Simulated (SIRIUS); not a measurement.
The system is GaGe.

```
Ge Ga
1.0
     0.00000    2.89784    2.89784
     2.89784    0.00000    2.89784
     2.89784    2.89784    0.00000
Ge Ga
1 1
Direct
  0.00000 0.00000 0.00000
  0.25000 0.25000 0.25000
```

The cell comes from a database or a generator and needn't be the stable form of this composition.

Base run:

* Program: SIRIUS 7.12.0
* Functional: PBEsol
* Potentials or basis: PseudoDojo 0.4.1 PBE standard (scalar relativistic)
* Cutoff: 1102 eV
* Density cutoff: 4408 eV
* k mesh: 7 × 7 × 7
* Occupations: fermi-dirac, width 0.05 eV
* Spin: no spin polarisation

Its results: band gap on the k mesh none (metal or under the smearing width); pressure -2.3 GPa.

After a change of settings the same cell gave: band gap on the k mesh none (metal or under the smearing width); pressure 1.8 GPa. Which change was it?
A. functional from PBEsol to revPBE; libxc names from ["XC_GGA_X_PBE_SOL", "XC_GGA_C_PBE_SOL"] to ["XC_GGA_X_PBE_R", "XC_GGA_C_PBE"]
B. functional from PBEsol to BLYP; libxc names from ["XC_GGA_X_PBE_SOL", "XC_GGA_C_PBE_SOL"] to ["XC_GGA_X_B88", "XC_GGA_C_LYP"]
C. functional from PBEsol to PBE; libxc names from ["XC_GGA_X_PBE_SOL", "XC_GGA_C_PBE_SOL"] to ["XC_GGA_X_PBE", "XC_GGA_C_PBE"]
D. functional from PBEsol to LDA; libxc names from ["XC_GGA_X_PBE_SOL", "XC_GGA_C_PBE_SOL"] to ["XC_LDA_X", "XC_LDA_C_PW"]

A.

Caveats: the potentials were made for another functional, which shifts forces and pressure.

Not every run made on this cell is shown here.
